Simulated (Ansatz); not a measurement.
# Cl2GaH4NO: the cost of one run

All numbers below are computed with Ansatz 0.2.0 (RHF/def2-SVP).

## (1) Starting point

Bond lengths: Ga1–N2 2.280 Å, N2–H3 1.060 Å, N2–H4 1.060 Å, Ga1–Cl5 2.240 Å, Ga1–Cl6 2.240 Å, Ga1–O7 2.090 Å, O7–H8 1.010 Å. Angles: Ga1–N2–H3 120.0°, Ga1–N2–H4 120.0°, H3–N2–H4 120.0°, N2–Ga1–Cl5 120.0°, N2–Ga1–Cl6 120.0°, N2–Ga1–O7 71.6°, Cl5–Ga1–Cl6 120.0°, Cl5–Ga1–O7 114.2°, Cl6–Ga1–O7 84.6°, Ga1–O7–H8 109.5°.

As a file:

```xyz
9

Ga    0.0000    0.0000    0.0000
N     0.0000    0.0000    2.2800
H    -0.8770   -0.2713    2.8100
H     0.8770    0.2713    2.8100
Cl    1.9398    0.0000   -1.1200
Cl   -1.9398    0.0000   -1.1200
O    -0.6081    1.8879    0.6590
H    -1.5382    2.0813    0.3160
H    -0.3905    1.2125    1.8185
```

## (2) A restrained relaxation towards end A

Springs on the bonds that form and break draw the guess towards this end; the thresholds are loose.

input.yaml

```yaml
crystal:
  periodic: [false, false, false]
  atoms:
    - { symbol: Ga, position_ang: [0.0, 0.0, 0.0] }
    - { symbol: "N", position_ang: [0.0, 0.0, 2.28] }
    - { symbol: H, position_ang: [-0.877, -0.2713, 2.81] }
    - { symbol: H, position_ang: [0.877, 0.2713, 2.81] }
    - { symbol: Cl, position_ang: [1.9398, 0.0, -1.12] }
    - { symbol: Cl, position_ang: [-1.9398, 0.0, -1.12] }
    - { symbol: O, position_ang: [-0.6081, 1.8879, 0.659] }
    - { symbol: H, position_ang: [-1.5382, 2.0813, 0.316] }
    - { symbol: H, position_ang: [-0.3905, 1.2125, 1.8185] }
basis:
  gaussian: { orbitals: def2-SVP }
hamiltonian:
  xc: hf
relax:
  f_tol: 0.15
  max_steps: 25
  restrain:
    - { distance: [0, 6], at: 2.99, k: 30.0 }
    - { distance: [8, 1], at: 2.26, k: 30.0 }
    - { distance: [0, 1], at: 1.93, k: 30.0 }
    - { distance: [8, 6], at: 1.01, k: 30.0 }
```

Started as:

```console
ansatz run input.yaml --threads 2 --pin off --max-ram 3072MiB --backend cpu --events-out ev --progress --plain --runs-dir out
```

What time and memory should one allow on 2 threads of Arm Neoverse V1, shared host?

About 25 s, with a peak of 0.27 GiB.
